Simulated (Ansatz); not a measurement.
**Li+ with NH₃: structure and interaction energy**

Aim: relax the pair, then compute its interaction energy with counterpoise at many levels, up to CCSD(T).

Program: Ansatz 0.2.0, Gaussian basis. Level of theory: PBE0-D4 structure, single points in def2-TZVPPD. These are calculated values, not measurements.

Levels: PBE-D4, revPBE-D4, BLYP-D4, r2SCAN-D4, B97M-V, PBE0-D4, B3LYP-D4, HSE06-D4, wB97X-V, wB97M-V, B2PLYP, Hartree-Fock, MP2, CCSD, CCSD(T). The reference is CCSD(T) extrapolated to the basis limit.

Cores are frozen in the correlated methods. The outer core shell of Li, Na, Mg and K is correlated. B3LYP uses VWN-RPA correlation. B2PLYP carries no dispersion term here.

163 further runs of the same task are left out: 163 set aside as unsound or not needed.

## 1. The system as given

The pair, from a GFN2-xTB docking trial: 5 atoms, charge 1, spin multiplicity 1.

Atoms are counted from 1 here; the program's logs count them from 0.

Bond lengths: Li1–N2 1.966 Å, N2–H3 1.023 Å, N2–H4 1.021 Å, N2–H5 1.023 Å. Angles: Li1–N2–H3 112.1°, Li1–N2–H4 114.0°, Li1–N2–H5 115.8°, H3–N2–H4 104.7°, H3–N2–H5 104.7°, H4–N2–H5 104.5°.

As a file:

```
atom    x (Å)    y (Å)    z (Å)
 Li1  -0.0007   0.0021  -1.8216
  N2   0.0011   0.0094   0.1442
  H3  -0.5193  -0.7815   0.5322
  H4   0.9315  -0.0635   0.5587
  H5  -0.4126   0.8334   0.5866
```

Atoms 1 to 1 are fragment A (Li+), the rest fragment B (NH₃).

## 2. A first relaxation in a small basis

Contents of pre/in.yaml:

```yaml
crystal:
  periodic: [false, false, false]
  atoms:
    - {symbol: Li, position_ang: [-0.000700, 0.002100, -1.821600]}
    - {symbol: N, position_ang: [0.001100, 0.009400, 0.144200]}
    - {symbol: H, position_ang: [-0.519300, -0.781500, 0.532200]}
    - {symbol: H, position_ang: [0.931500, -0.063500, 0.558700]}
    - {symbol: H, position_ang: [-0.412600, 0.833400, 0.586600]}
basis:
  gaussian: {orbitals: def2-SVP}
total_charge: 1
hamiltonian: {xc: pbe, dispersion: d4}
relax: {f_tol: 0.03, max_steps: 250}
```

Launch:

```
$ ansatz run in.yaml --threads 2 --pin off --events-out ev --progress --plain --max-ram 5222MiB
```

The runs that follow: Relaxation at PBE0-D4; wB97X-V/def2-TZVPPD; wB97M-V/def2-TZVPPD; B2PLYP/def2-TZVPPD; B97M-V/def2-TZVPPD; CCSD(T)/def2-TZVPPD; Hartree-Fock/STO-3G; SPW92/def2-SVP; wB97M-V/def2-SVP; CCSD(T)/def2-SVP; Vibrations of the pair.

Q: Predict the outcome of this session. Wanted: interaction energy, CCSD(T)/CBS; of it Hartree-Fock; D4 term of PBE0-D4; shortest contact; lowest wavenumber.

The runs gave:

```
                        quantity            value
 interaction energy, CCSD(T)/CBS  -39.44 kcal/mol
of it Hartree-Fock (basis limit)  -40.58 kcal/mol
              D4 term of PBE0-D4   -0.22 kcal/mol
                shortest contact    Li1–N2 1.96 Å
               lowest wavenumber         538 cm⁻¹
```

**Reading.** The pair is bound by 39.44 kcal/mol at fixed fragment shapes. Hartree-Fock gives 103 % of it, so electrostatics, induction and charge transfer lead. The functionals run from revPBE-D4, off by 0.00 kcal/mol, to B3LYP-D4, off by -1.59 kcal/mol, against CCSD(T)/CBS. By rung, the mean size of the error is: GGA 0.55, meta-GGA 0.53, hybrid 1.56, screened hybrid 1.52, range-separated hybrid 0.78, double hybrid 0.87 kcal/mol. PBE-D4 gives an interaction energy 0.87 kcal/mol too low, an error of 2 % of the reference. CCSD(T) moves by -0.71 kcal/mol from triple zeta to the limit; gaps between functionals far smaller than that don't rank them. A lower arrangement may exist.
